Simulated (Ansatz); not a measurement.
Runs of Ansatz 0.2.0 on K3Ge. The structure is cubic, space group Fm-3m (No. 225). The conventional cell has a = 8.622 Å, b = 8.622 Å, c = 8.622 Å, α = 90.00°, β = 90.00°, γ = 90.00°. Ge (site symmetry m-3m) has 8 K at 3.73 Å as nearest neighbours. Around K (site symmetry m-3m) lie 8 K at 3.73 Å. K (site symmetry -43m) has 4 K at 3.73 Å and 4 Ge at 3.73 Å as nearest neighbours. The cell comes from a database or a generator and needn't be the stable form of this composition.

```csv
potentials or basis,cutoff (eV),gap on the mesh (eV),pressure (GPa),relaxed volume (Å³/atom)
PseudoDojo standard (PBE files),1061,none,0.0,40.06
Ansatz PAW earlier set,560,none,0.0,40.06
JTH PAW,1080,none,0.0,40.38
SPMS NC,680,none,0.0,(a)
PseudoDojo stringent (PBE files),1687,none,0.0,40.06
```

Alike in all rows: task relaxation of cell and atoms; level PBE; no spin polarisation; cell relaxed; k mesh 6 × 6 × 6; smearing fermi-dirac 0.05 eV.

Fill in the values left out.

(a) 40.12.

Caveats: the plane-wave basis is chosen anew once the cell has moved, so the energies of steps on either side of that aren't comparable.

A k mesh can miss the band edges, and the runs leave out spin-orbit coupling on Ge.

A gap of «none» marks a metal or a gap under the smearing width.

Not every run made on this cell is shown here.
